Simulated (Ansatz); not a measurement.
**BTeH₂Cl (SMILES ClB[TeH]): functionals against CCSD(T) at one geometry**

How do the functionals fare away from a minimum? The structure is a structure displaced at random from a GFN2-xTB minimum.

Computed with Ansatz 0.2.0, Gaussian basis. Level: single points in def2-TZVPP.

Correlated methods freeze the cores. Filled d shells of the heavier atoms are correlated. Core potentials replace the inner electrons past krypton, and spin-orbit coupling is left out.

## Step 1: The system as given

5 atoms, charge 0, spin multiplicity 1.

Atoms are counted from 1 here; the program's logs count them from 0.

Bond lengths: Cl1–B2 1.658 Å, B2–Te3 2.127 Å, B2–H4 1.258 Å, Te3–H5 1.656 Å. Angles: Cl1–B2–Te3 122.4°, Cl1–B2–H4 119.9°, Te3–B2–H4 117.5°, B2–Te3–H5 93.2°.

Coordinates:

```mol
BClH2Te
  3D, bonds by distance, orders not assigned

  5  4  0  0  0  0  0  0  0  0999 V2000
   -1.0742    0.6290    1.2851 Cl  0  0
   -0.5401   -0.3909    0.0918 B   0  0
    1.2828   -0.0640   -0.9553 Te  0  0
   -1.1755   -1.4464   -0.1622 H   0  0
    1.5678    1.3815   -0.1985 H   0  0
  1  2  8  0
  2  3  8  0
  2  4  8  0
  3  5  8  0
M  END
```

## Step 2: CCSD(T)/def2-TZVPP

run/in.yaml

```yaml
crystal:
  periodic: [false, false, false]
  atoms:
    - {symbol: Cl, position_ang: [-1.074200, 0.629000, 1.285100]}
    - {symbol: B, position_ang: [-0.540100, -0.390900, 0.091800]}
    - {symbol: Te, position_ang: [1.282800, -0.064000, -0.955300]}
    - {symbol: H, position_ang: [-1.175500, -1.446400, -0.162200]}
    - {symbol: H, position_ang: [1.567800, 1.381500, -0.198500]}
basis:
  gaussian: {orbitals: def2-TZVPP}
correlation: {method: ccsd_t}
output: {forces: true}
```

Launch:

```bash
ansatz run in.yaml --threads 4 --pin off --events-out ev --progress --plain --max-ram 5222MiB
```

## Step 3: PBE0-D4/def2-TZVPP

run/in.yaml, as its differences from that of step 2:

```diff
@@ -10,3 +10,3 @@
   gaussian: {orbitals: def2-TZVPP}
-correlation: {method: ccsd_t}
-output: {forces: true}
+hamiltonian: {xc: pbe0, dispersion: d4}
+output: {forces: true, orbitals: {seedname: orbitals}}
```

## Step 4: wB97M-V/def2-TZVPP

run/in.yaml, as its differences from that of step 3:

```diff
@@ -10,3 +10,3 @@
   gaussian: {orbitals: def2-TZVPP}
-hamiltonian: {xc: pbe0, dispersion: d4}
-output: {forces: true, orbitals: {seedname: orbitals}}
+hamiltonian: {xc: {name: wB97M-V}}
+output: {forces: true}
```

## Step 5: r2SCAN-D4/def2-TZVPP

run/in.yaml, as its differences from that of step 4:

```diff
@@ -10,3 +10,3 @@
   gaussian: {orbitals: def2-TZVPP}
-hamiltonian: {xc: {name: wB97M-V}}
+hamiltonian: {xc: r2scan, dispersion: d4}
 output: {forces: true}
```

## Step 6: PBE-D4/def2-TZVPP

run/in.yaml, as its differences from that of step 5:

```diff
@@ -10,3 +10,3 @@
   gaussian: {orbitals: def2-TZVPP}
-hamiltonian: {xc: r2scan, dispersion: d4}
+hamiltonian: {xc: pbe, dispersion: d4}
 output: {forces: true}
```

## Step 7: wB97X-V/def2-TZVPP

run/in.yaml, as its differences from that of step 6:

```diff
@@ -10,3 +10,3 @@
   gaussian: {orbitals: def2-TZVPP}
-hamiltonian: {xc: pbe, dispersion: d4}
+hamiltonian: {xc: {name: wB97X-V}}
 output: {forces: true}
```

## Step 8: LC-wPBE/def2-TZVPP

run/in.yaml, as its differences from that of step 7:

```diff
@@ -10,3 +10,3 @@
   gaussian: {orbitals: def2-TZVPP}
-hamiltonian: {xc: {name: wB97X-V}}
+hamiltonian: {xc: {name: LC-wPBE}}
 output: {forces: true}
```

(Steps that only read results are left out.)

What does the calculation give? Wanted: energy less free atoms, CCSD(T)/def2-TZVPP; RMS force component; RMS force error; HOMO and LUMO, PBE0-D4; T1 diagnostic.

**Answer**, as computed:

| quantity | value |
| --- | --- |
| energy less free atoms, CCSD(T)/def2-TZVPP | -1384.4 kJ/mol |
| RMS force component | 1.030 to 1.142 eV/Å over the methods |
| RMS force error | PBE0-D4 0.123, wB97M-V 0.070, r2SCAN-D4 0.108, PBE-D4 0.184, wB97X-V 0.055, LC-wPBE 0.162 eV/Å |
| HOMO and LUMO, PBE0-D4 | -7.02 and -1.54 eV |
| T1 diagnostic | 0.013 |

Against CCSD(T) the functionals' energies less atoms differ by -82.0 to -14.9 kJ/mol, PBE-D4 by -82.0 kJ/mol. CCSD(T) in triple zeta still lacks some correlation energy of the bonds, so part of these gaps is its own basis error and they don't rank the functionals. The forces of wB97X-V come nearest to CCSD(T), those of PBE-D4 are farthest.
